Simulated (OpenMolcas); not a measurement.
# doublet CHClGaNO+ at 3 levels

We compute a comparison of 3 runs (UBHLYP/6-31G*, UPBE0/6-31G*, UB3LYP/6-31G*) of doublet CHClGaNO+. 

The results are computed with OpenMolcas 26.06.

1 further run of the same task is left out (set aside as unsound or not needed).

## Step 1: The molecule

CHClGaNO+ has 6 atoms, charge +1, and is taken as a doublet. As SMILES of the parent species, `O=C=[N][GaH][Cl]`. The coordinates come from a PBE0-D4/def2-TZVP relaxation. This is one conformer, not always the lowest. That shape belongs to the parent species and isn't relaxed for this state.

Bond lengths: O1–C2 1.163 Å, C2–N3 1.203 Å, N3–Ga4 1.824 Å, Ga4–Cl5 2.132 Å, Ga4–H6 1.540 Å. Angles: O1–C2–N3 176.4°, C2–N3–Ga4 142.4°, N3–Ga4–Cl5 115.2°, N3–Ga4–H6 121.8°, Cl5–Ga4–H6 123.0°.

## Step 2: A single-point energy at UBHLYP/6-31G(d) (spherical functions) (run 1)

File input.xyz:

```xyz
6

O     -0.700200    -2.626600    -0.696700
C     -0.691800    -1.486000    -0.467600
N     -0.756800    -0.304700    -0.247900
Ga     0.248500     1.124400     0.275700
Cl     2.297400     0.694600     0.677800
H     -0.354900     2.534400     0.412700
```

File test.input:

```
* CHClGaNO Kohn-Sham DFT
>>> EXPORT MOLCAS_PRINT=2

&GATEWAY
  BASLIB=$CurrDir
  COORD=input.xyz
  BASIS=6-31Gs
  GROUP=NoSym

&SEWARD
  GRIDINPUT
  Grid=UltraFine
  End of Grid

&SCF
  UHF
  CHARGE=1
  SPIN=2
  KSDFT=HYB_GGA_XC_BHANDHLYP
  THRESHOLDS=1e-10 1e-07 1e-07 1e-05
  PRORBITALS=1 1
```

The basis set 6-31G* is read from a file made from the Basis Set Exchange's data (not shown).

Run with:

```
$ export MOLCAS_MEM=1860
$ pymolcas test.input > test.log
```

The log of the run:

```text
--- Start Module: gateway ---
[...]
--- Stop Module: gateway /rc=_RC_ALL_IS_WELL_ ---
--- Start Module: seward ---
[...]
      Basis functions           94
--- Stop Module: seward /rc=_RC_ALL_IS_WELL_ ---
[...]
--- Start Module: scf ---
[...]
       Convergence after  40 Iterations
[...]
::    Total KS-DFT energy                           -2552.9949061360
[...]
      Total spin, S                                     0.5236315595
[...]
      Total electronic charge=   69.000000
      Total            charge=    1.000000
[...]
      Dipole Moment (debye):
      Origin of the operator (angstrom)=    0.4562    0.2739    0.1558
                   X= -3.9834E+00               Y= -2.2813E+00               Z= -1.4020E+00           Total=  4.7997E+00
      Center of Charge (angstrom)
[...]
--- Stop Module: scf /rc=_RC_ALL_IS_WELL_ ---
[...]
```

It took 53 s on 1 thread of Intel Xeon 6975P-C (Granite Rapids), shared host; peak memory 0.52 GiB.

## Step 3: A single-point energy at UPBE0/6-31G(d) (spherical functions) (run 2)

File mol.xyz:

```xyz
6

O     -0.700200    -2.626600    -0.696700
C     -0.691800    -1.486000    -0.467600
N     -0.756800    -0.304700    -0.247900
Ga     0.248500     1.124400     0.275700
Cl     2.297400     0.694600     0.677800
H     -0.354900     2.534400     0.412700
```

File test.inp:

```
* CHClGaNO Kohn-Sham DFT
>>> EXPORT MOLCAS_PRINT=2

&GATEWAY
  BasLib=$CurrDir
  Coord=mol.xyz
  Basis=6-31Gs
  Group=NoSym

&SEWARD
  GridInput
  Grid=UltraFine
  End of Grid

&SCF
  UHF
  Charge=1
  Spin=2
  KSDFT=PBE0
  Thresholds=1e-10 1e-07 1e-07 1e-05
  PrOrbitals=1
```

The basis set 6-31G* is read from a file made from the Basis Set Exchange's data (not shown).

Run with:

```
$ export MOLCAS_MEM=1860
$ pymolcas test.inp > test.log
```

The log of the run:

```text
--- Start Module: gateway ---
[...]
--- Stop Module: gateway /rc=_RC_ALL_IS_WELL_ ---
--- Start Module: seward ---
[...]
      Basis functions           94
--- Stop Module: seward /rc=_RC_ALL_IS_WELL_ ---
[...]
--- Start Module: scf ---
[...]
       Convergence after  64 Iterations
[...]
::    Total KS-DFT energy                           -2552.5304210323
[...]
      Total spin, S                                     0.5086397399
[...]
      Total electronic charge=   69.000000
      Total            charge=    1.000000
[...]
      Dipole Moment (debye):
      Origin of the operator (angstrom)=    0.4562    0.2739    0.1558
                   X= -1.6804E+00               Y= -4.8625E-01               Z= -4.9677E-01           Total=  1.8185E+00
      Center of Charge (angstrom)
[...]
--- Stop Module: scf /rc=_RC_ALL_IS_WELL_ ---
[...]
```

Run time: 79 s. Hardware: 1 thread of Intel Xeon 6975P-C (Granite Rapids), shared host; peak memory 0.52 GiB.

## Step 4: The energy at UB3LYP/6-31G(d) (Cartesian functions) (run 3)

File geom.xyz:

```xyz
6

O     -0.700200    -2.626600    -0.696700
C     -0.691800    -1.486000    -0.467600
N     -0.756800    -0.304700    -0.247900
Ga     0.248500     1.124400     0.275700
Cl     2.297400     0.694600     0.677800
H     -0.354900     2.534400     0.412700
```

File job.inp:

```
&GATEWAY
BasLib=$CurrDir
Coord=geom.xyz
Basis=6-31Gs
Group=NoSym
&SEWARD
GridInput
Grid=UltraFine
End of Grid
&SCF
UHF
Charge=1
Spin=2
KSDFT=B3LYP
Thresholds=1e-10 1e-07 1e-07 1e-05
PrOrbitals=1 1
```

The basis set 6-31G* is read from a file made from the Basis Set Exchange's data (not shown).

Run with:

```
$ export MOLCAS_MEM=1860
$ pymolcas job.inp > job.log
```

The log of the run:

```text
--- Start Module: gateway ---
[...]
--- Stop Module: gateway /rc=_RC_ALL_IS_WELL_ ---
--- Start Module: seward ---
[...]
      Basis functions          101
--- Stop Module: seward /rc=_RC_ALL_IS_WELL_ ---
[...]
--- Start Module: scf ---
[...]
       Convergence after  77 Iterations
[...]
::    Total KS-DFT energy                           -2553.1933354815
[...]
      Total spin, S                                     0.5064257337
[...]
      Total electronic charge=   69.000000
      Total            charge=    1.000000
[...]
      Dipole Moment (debye):
      Origin of the operator (angstrom)=    0.4562    0.2739    0.1558
                   X= -1.4217E+00               Y= -3.0519E-01               Z= -3.9917E-01           Total=  1.5079E+00
      Center of Charge (angstrom)
[...]
--- Stop Module: scf /rc=_RC_ALL_IS_WELL_ ---
[...]
```

It took 2 min on 1 thread of Intel Xeon 6975P-C (Granite Rapids), shared host; peak memory 0.57 GiB.

## Step 5: Overview of the runs

```csv
run,level,Cartesian functions,energy (Eh),HOMO energy (eV),LUMO energy (eV),⟨S²⟩,wall time
1,UBHLYP/6-31G* (spherical functions),no,-2552.994906,-15.22,-12.12,0.798,53 s
2,UPBE0/6-31G* (spherical functions),no,-2552.530421,-14.63,-13.02,0.767,79 s
3,UB3LYP/6-31G* (Cartesian functions),yes,-2553.193335,-14.45,-13.13,0.763,2 min
```

## Step 6: Outcome

| quantity | value |
| --- | --- |
| run 3: total energy | -2553.19334 Eh |
| run 3: HOMO energy (highest over α and β) | -14.45 eV |
| run 3: LUMO energy (lowest over α and β) | -13.13 eV |
| run 3: ⟨S²⟩ | 0.763 |

In words: Totals of different functionals can't be ranked against each other. All runs together took 4.2 min, the longest 2 min.
